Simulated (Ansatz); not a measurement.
# BGeH (quintet): wave-function methods side by side, cc-pVTZ

One table from this session's results is given with a row withheld; the runs are named, their logs left out.

Method: cc-pVTZ, core rule «outside noble gas», up to 15 orbitals frozen; program: Ansatz 0.2.0, Gaussian basis.

To be run: UHF; CCSD(T) on ROHF; CCSD(T) on UHF; BCCD(T) on ROHF; CCSDT(Q) on ROHF; CCSDT(Q) on UHF; CASSCF and MRCISD+Q, 8 electrons in 9 orbitals; CASSCF and NEVPT2, 8 electrons in 9 orbitals.

4 further runs of the same task are left out: 4 set aside as unsound or not needed.

### The geometry

The geometry is a PBE0/def2-TZVP stationary point (not a proven minimum) of the parent state, kept for this charge and spin. No spin-orbit coupling is included. The filled d shell of Ge may be among the frozen orbitals whatever the setting's name suggests; the logs give the count.

3 atoms, charge 0, spin multiplicity 5.

Atoms are counted from 1 here; the program's logs count them from 0.

Bond lengths: Ge1–B2 1.940 Å, B2–H3 1.189 Å. Angles: Ge1–B2–H3 180.0°.

Set-up of the first run:

in.yaml

```yaml
crystal:
  periodic: [false, false, false]
  atoms:
    - {symbol: Ge, position_ang: [0.000000, 0.000000, 1.689721]}
    - {symbol: B, position_ang: [0.000000, 0.000000, -0.250601]}
    - {symbol: H, position_ang: [0.000000, 0.000000, -1.439120]}
basis:
  gaussian: {orbitals: cc-pVTZ}
magnetization: {spin_polarized: true, initial_magnetization: 4}
hamiltonian: {xc: hf}
output: {orbitals: {seedname: orbitals}}
```

Run with:

```sh
> ansatz run in.yaml --threads 1 --pin off --events-out ev --progress --plain --max-ram 4096MiB --backend cpu
```

Steps of the session up to this table: UHF; CCSD(T) on ROHF; CCSD(T) on UHF; BCCD(T) on ROHF; CCSDT(Q) on ROHF; CCSDT(Q) on UHF; CASSCF and MRCISD+Q, 8 electrons in 9 orbitals; CASSCF and NEVPT2, 8 electrons in 9 orbitals.

One of the session's tables, all rows but one given; the rest of the session is left out.

```
          method  from RCCSDT(Q) (kJ/mol)
            ROHF                   +431.4
             UHF                   +415.8
            RMP2                    +88.2
            UMP2                    +88.3
           RCCSD                    +21.5
           UCCSD                    +19.1
        RCCSD(T)                     +4.2
        UCCSD(T)                     +2.2
         BCCD(T)                     +3.9
          RCCSDT                     +0.9
          UCCSDT                     -1.2
       RCCSDT(Q)                        0
       UCCSDT(Q)                     -2.0
  CASSCF valence                   +300.5
  NEVPT2 valence                    +73.8
  MRCISD valence                    +20.9
MRCISD+Q valence                        ?
```

Estimate the missing values for MRCISD+Q valence.

**Answer.** from RCCSDT(Q) (kJ/mol): +3.4. In the column «from RCCSDT(Q) (kJ/mol)» it lies between UCCSD(T) (+2.2) and BCCD(T) (+3.9).

Limits of these values: Restricted and unrestricted rows rest on different reference determinants; where their highest levels disagree by more than a few hundredths of an eV, they describe different states and don't form one ladder.
